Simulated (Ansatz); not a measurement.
**C₃H₉BO₂: how energies converge with the basis set**

An exercise on one series of results from a longer session: the logs are not shown, and one member is left open.

The runs use Ansatz 0.2.0, Gaussian basis; one geometry, several basis sets.

Levels to be run: PBE0-D4/def2-SVP; ωB97M-V/def2-SVP; PBE0-D4/def2-QZVPP; ωB97M-V/def2-QZVPP; the functionals' def2-TZVPP values are taken from earlier runs.

### The geometry

All runs share one geometry, relaxed beforehand with PBE0-D4 in a triple-zeta def2 set.

SMILES `CC(C)B(O)O`, 15 atoms, charge 0, spin multiplicity 1.

Atoms are counted from 1 here; the program's logs count them from 0.

Bond lengths: C1–C2 1.533 Å, C1–H7 1.094 Å, C1–H8 1.095 Å, C1–H9 1.092 Å, C2–C3 1.523 Å, C2–B4 1.577 Å, C2–H10 1.099 Å, C3–H11 1.092 Å, C3–H12 1.093 Å, C3–H13 1.094 Å, B4–O5 1.369 Å, B4–O6 1.371 Å, O5–H14 0.960 Å, O6–H15 0.959 Å. Angles: C2–C1–H7 110.8°, C2–C1–H8 111.0°, C2–C1–H9 111.7°, H7–C1–H8 107.2°, H7–C1–H9 108.1°, H8–C1–H9 107.9°, C1–C2–C3 111.1°, C1–C2–B4 109.9°, C1–C2–H10 107.0°, C3–C2–B4 113.8°, C3–C2–H10 108.7°, B4–C2–H10 106.2°, C2–C3–H11 111.9°, C2–C3–H12 111.0°, C2–C3–H13 111.0°, H11–C3–H12 107.1°, H11–C3–H13 107.9°, H12–C3–H13 107.7° and more.

The first run:

in.yaml reads:

```yaml
crystal:
  periodic: [false, false, false]
  atoms:
    - {symbol: C, position_ang: [-0.791736, -1.247368, 0.666638]}
    - {symbol: C, position_ang: [-0.119177, -0.379882, -0.402989]}
    - {symbol: C, position_ang: [1.327959, -0.802973, -0.620938]}
    - {symbol: B, position_ang: [-0.287310, 1.144961, -0.039371]}
    - {symbol: O, position_ang: [0.817769, 1.882264, 0.289674]}
    - {symbol: O, position_ang: [-1.555618, 1.664569, -0.052307]}
    - {symbol: H, position_ang: [-0.747965, -2.306002, 0.393525]}
    - {symbol: H, position_ang: [-0.287400, -1.140489, 1.632423]}
    - {symbol: H, position_ang: [-1.840562, -0.976595, 0.804792]}
    - {symbol: H, position_ang: [-0.675241, -0.534891, -1.337855]}
    - {symbol: H, position_ang: [1.807888, -0.220147, -1.410414]}
    - {symbol: H, position_ang: [1.918691, -0.661787, 0.288100]}
    - {symbol: H, position_ang: [1.390283, -1.859981, -0.897211]}
    - {symbol: H, position_ang: [0.652632, 2.800149, 0.516460]}
    - {symbol: H, position_ang: [-1.631912, 2.587470, 0.198773]}
basis:
  gaussian: {orbitals: def2-SVP}
hamiltonian: {xc: pbe0, dispersion: d4}
output: {orbitals: {seedname: orbitals}}
```

On the command line:

```bash
$ ansatz run in.yaml --threads 4 --pin off --events-out ev --progress --plain --max-ram 11315MiB
```

Among the steps run: PBE0-D4 in def2-SVP; ωB97M-V in def2-SVP; PBE0-D4 in def2-QZVPP; ωB97M-V in def2-QZVPP.

One table of the session follows, with a row left open; its other results are not shown here.

It belongs to the step «Density functionals: the series». 

```
functional       basis  HOMO (eV)  LUMO (eV)
   PBE0-D4    def2-SVP          ?          ?
   PBE0-D4  def2-TZVPP      -8.29       0.30
   PBE0-D4  def2-QZVPP      -8.31      -0.16
   ωB97M-V    def2-SVP     -10.44       2.65
   ωB97M-V  def2-TZVPP     -10.59       1.67
   ωB97M-V  def2-QZVPP     -10.61       0.88
```

**Question.** Estimate the row for PBE0-D4, def2-SVP.

**Answer.** HOMO (eV): -8.15; LUMO (eV): 1.02. In the column «HOMO (eV)» it is the highest.
